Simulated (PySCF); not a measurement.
# CeCl2: other functionals and bases at one geometry

One table from this session's results is given with a row withheld; the runs are named, their logs left out.

Computed with PySCF 2.14.0. Level: several levels, as the steps say, no spin–orbit coupling.

1 further run of the same task is left out (for a known fault of the program).

## The system as given

3 atoms, charge 0, spin multiplicity 1.

Bond lengths: Ce1–Cl2 2.683 Å, Ce1–Cl3 2.683 Å. Angles: Cl2–Ce1–Cl3 130.1°.

As a file:

```
atom    x (Å)   y (Å)    z (Å)
 Ce1   0.0000  0.0000  -0.3668
 Cl2   2.4326  0.0000   0.7661
 Cl3  -2.4326  0.0000   0.7661
```

Formal oxidation states: Ce +2. Each metal's 2 4f electrons lie in its core potential, so multiplicities, spins and levels count the valence alone. For divalent La, Ce, Gd or Lu the extra electron is normally 5d or 6s, so this core forces an excited configuration. An earlier session relaxed this geometry at PBE0, Ce lcecp-0-SVP with ECP48, Cl def2-SVP (singlet, point group C2v).

At PBE0 on the finer grid: E = -946.647235 Eh, frontier levels not given, since the 4f levels lie in the core, Mulliken charge on Ce1 +0.88 e, largest force component 0.008 eV/Å. 

Levels to run: M06-L; r2SCAN; PBE0, TZVP. Hardware: 2 threads of Arm Neoverse V2, shared host.

Set-up of the first run:

run.py (the lines that set the calculation) reads:

```python
mol = gto.M(atom='''
Ce     0.00000     0.00000    -0.36678
Cl     2.43258     0.00000     0.76612
Cl    -2.43258     0.00000     0.76612''',
    basis={'Ce': 'lcecp-0-SVP', 'Cl': 'def2-SVP'},
    ecp={'Ce': 'lcecp-0-SVP'},
    charge=0, spin=0)
mf = dft.RKS(mol, xc='M06L')
mf.grids.atom_grid = (75, 302)  # f atoms: unpruned, at least (60, 302)
mf = mf.density_fit()  # fitting sets: Ce AutoAux, Cl def2-universal-JKFIT
mf.conv_tol = 1e-08; mf.max_cycle = 55
mf.kernel(dm0)  # dm0: the density of the relaxed state
```

On the command line:

```console
$ OMP_NUM_THREADS=2 python run.py
```

Among the steps run: M06-L; r2SCAN; PBE0, TZVP.

One table of the session follows, with a row left open; its other results are not shown here.

| level | charge on Ce1 (e) | dipole (D) | largest force component (eV/Å) |
| --- | --- | --- | --- |
| PBE0 (relaxed here) | 0.88 | 6.56 | 0.01 |
| M06-L | ? | ? | ? |
| r2SCAN | 0.88 | 6.55 | 0.13 |
| PBE0, TZVP | 1.19 | 6.78 | 0.04 |

**Question.** Estimate the row for M06-L.

As computed: charge on Ce1 (e): 0.99; dipole (D): 6.73; largest force component (eV/Å): 0.20. In the column «charge on Ce1 (e)» it lies between r2SCAN (0.88) and PBE0, TZVP (1.19).

The largest leftover force, 0.20 eV/Å with M06-L, stands at a geometry relaxed at another level. With 4f in the core, its levels are missing from HOMO and gap, and its count is fixed, so no charge can pass from the ligands into it. Total energies of different levels can't be compared.
